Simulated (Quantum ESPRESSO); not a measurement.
Wanted: the native input for a Quantum ESPRESSO 7.5 run.

```yaml
Task: band structure
Functional: PBE
Dispersion: rVV10
Potentials_or_basis: PseudoDojo 0.4.1 SR LDA standard
Cutoff: 1061 eV
Density_cutoff: 4245 eV
k_mesh: 11 × 11 × 11
Occupations: cold, width 0.1 eV
Spin: no spin polarisation
rVV10_parameter_b: 6.3
Mixing_beta: 0.5
Most_SCF_iterations: 120
SCF_threshold: 6e-10 Ry
```

Crystal: YSc2.

```xyz
3
Lattice="-1.4961 2.0825 4.5612 1.4961 -2.0825 4.5612 1.4961 2.0825 -4.5612" Properties=species:S:1:pos:R:3 pbc="T T T"
Y     0.0000    0.0000    0.0000
Sc    0.0000    0.0000    3.1107
Sc    0.0000    0.0000    6.0116
```

The cell was built by a generator and needn't be a form met in nature.

These files were run (other wordings do the same):

pw.in

```
&CONTROL
  calculation = 'scf'
  prefix = 'pwscf'
  outdir = './tmp'
  pseudo_dir = './pseudo'
  tprnfor = .true.
  tstress = .true.
  disk_io = 'low'
/
&SYSTEM
  ibrav = 0
  nat = 3
  ntyp = 2
  ecutwfc = 78
  nbnd = 24
  input_dft = 'sla+pw+pbx+pbc+vv10'
  occupations = 'smearing'
  smearing = 'mv'
  degauss = 0.00734986
/
&ELECTRONS
  conv_thr = 6d-10
  electron_maxstep = 120
  mixing_beta = 0.5
/
ATOMIC_SPECIES
Y     88.9058 Y.upf
Sc    44.9559 Sc.upf
CELL_PARAMETERS angstrom
  -1.4960904500    2.0824701800    4.5611577500
   1.4960904500   -2.0824701800    4.5611577500
   1.4960904500    2.0824701800   -4.5611577500
ATOMIC_POSITIONS angstrom
Y      0.0000000000    0.0000000000    0.0000000000
Sc     0.0000000000    0.0000000000    3.1107094943
Sc     0.0000000000    0.0000000000    6.0116060057
K_POINTS automatic
11 11 11 0 0 0
```

bands.in

```
&CONTROL
  calculation = 'bands'
  prefix = 'pwscf'
  outdir = './tmp'
  pseudo_dir = './pseudo'
  disk_io = 'low'
  verbosity = 'high'
/
&SYSTEM
  ibrav = 0
  nat = 3
  ntyp = 2
  ecutwfc = 78
  nbnd = 24
  input_dft = 'sla+pw+pbx+pbc+vv10'
  occupations = 'smearing'
  smearing = 'mv'
  degauss = 0.00734986
/
&ELECTRONS
  conv_thr = 1d-08
  electron_maxstep = 120
  mixing_beta = 0.5
  diago_full_acc = .true.
/
ATOMIC_SPECIES
Y     88.9058 Y.upf
Sc    44.9559 Sc.upf
CELL_PARAMETERS angstrom
  -1.4960904500    2.0824701800    4.5611577500
   1.4960904500   -2.0824701800    4.5611577500
   1.4960904500    2.0824701800   -4.5611577500
ATOMIC_POSITIONS angstrom
Y      0.0000000000    0.0000000000    0.0000000000
Sc     0.0000000000    0.0000000000    3.1107094943
Sc     0.0000000000    0.0000000000    6.0116060057
K_POINTS crystal
60
 0.0000000000  0.0000000000  0.0000000000 1
-0.0395567292  0.0395567292  0.0395567292 1
-0.0791134583  0.0791134583  0.0791134583 1
-0.1186701875  0.1186701875  0.1186701875 1
-0.1582269167  0.1582269167  0.1582269167 1
-0.1977836458  0.1977836458  0.1977836458 1
-0.2373403750  0.2373403750  0.2373403750 1
-0.2768971041  0.2768971041  0.2768971041 1
-0.3428593843  0.3428593843  0.2109348240 1
-0.4088216644  0.4088216644  0.1449725439 1
-0.4747839445  0.4747839445  0.0790102638 1
-0.5000000000  0.5000000000  0.0000000000 1
-0.7500000000  0.2500000000  0.2500000000 1
-0.6875000000  0.1875000000  0.3125000000 1
-0.6250000000  0.1250000000  0.3750000000 1
-0.5625000000  0.0625000000  0.4375000000 1
-0.5000000000  0.0000000000  0.5000000000 1
-0.6115514479 -0.1384485521  0.6115514479 1
-0.7231028959 -0.2768971041  0.7231028959 1
-0.6859190799 -0.3140809201  0.6859190799 1
-0.6487352639 -0.3512647361  0.6487352639 1
-0.6115514479 -0.3884485521  0.6115514479 1
-0.5743676320 -0.4256323680  0.5743676320 1
-0.5371838160 -0.4628161840  0.5371838160 1
-0.5000000000 -0.5000000000  0.5000000000 1
-0.3750000000 -0.3750000000  0.3750000000 1
-0.2500000000 -0.2500000000  0.2500000000 1
-0.1250000000 -0.1250000000  0.1250000000 1
 0.0000000000  0.0000000000  0.0000000000 1
-0.0431590228  0.0431590228 -0.0431590228 1
-0.0863180456  0.0863180456 -0.0863180456 1
-0.1294770684  0.1294770684 -0.1294770684 1
-0.1726360912  0.1726360912 -0.1726360912 1
-0.2157951140  0.2157951140 -0.2157951140 1
-0.2589541368  0.2589541368 -0.2589541368 1
-0.3021131597  0.3021131597 -0.3021131597 1
-0.4010565798  0.1510565798 -0.1510565798 1
-0.5000000000  0.0000000000  0.0000000000 1
-0.5312500000  0.0312500000  0.0312500000 1
-0.5625000000  0.0625000000  0.0625000000 1
-0.5937500000  0.0937500000  0.0937500000 1
-0.6250000000  0.1250000000  0.1250000000 1
-0.6562500000  0.1562500000  0.1562500000 1
-0.6875000000  0.1875000000  0.1875000000 1
-0.7187500000  0.2187500000  0.2187500000 1
-0.7500000000  0.2500000000  0.2500000000 1
-0.5252160555  0.5252160555 -0.0790102638 1
-0.4973281935  0.4973281935 -0.1068981258 1
-0.4694403315  0.4694403315 -0.1347859878 1
-0.4415524696  0.4415524696 -0.1626738497 1
-0.4136646076  0.4136646076 -0.1905617117 1
-0.3857767456  0.3857767456 -0.2184495737 1
-0.3578888836  0.3578888836 -0.2463374357 1
-0.3300010216  0.3300010216 -0.2742252977 1
-0.3021131597  0.3021131597 -0.3021131597 1
-0.6978868403 -0.3021131597  0.3021131597 1
-0.6484151303 -0.3515848697  0.3515848697 1
-0.5989434202 -0.4010565798  0.4010565798 1
-0.5494717101 -0.4505282899  0.4505282899 1
-0.5000000000 -0.5000000000  0.5000000000 1
```

Potentials or basis: PseudoDojo 0.4.1 SR LDA standard.

The run is started by

```bash
$ OMP_NUM_THREADS=1 pw.x -in pw.in > pw.out
$ OMP_NUM_THREADS=1 pw.x -in bands.in > bands.out
```

Results of the run:

| Item | Value |
| --- | --- |
| Pressure | 26.4 GPa |
| Largest force | 1.013 eV/Å |
| Band gap on the k mesh | none (metal or under the smearing width) |

Caveat: the potentials were made for another functional, which shifts forces and pressure; rVV10's parameter b was fitted to another functional; so large a pressure means that the cell lies far from this level's equilibrium, or that cutoff or potentials fall short.

It took 16 min on 1 thread of Intel(R) Xeon(R) Platinum 8259CL CPU @ 2.50GHz (Skylake/Cascade Lake), with other jobs on the host, peak memory 0.55 GiB.
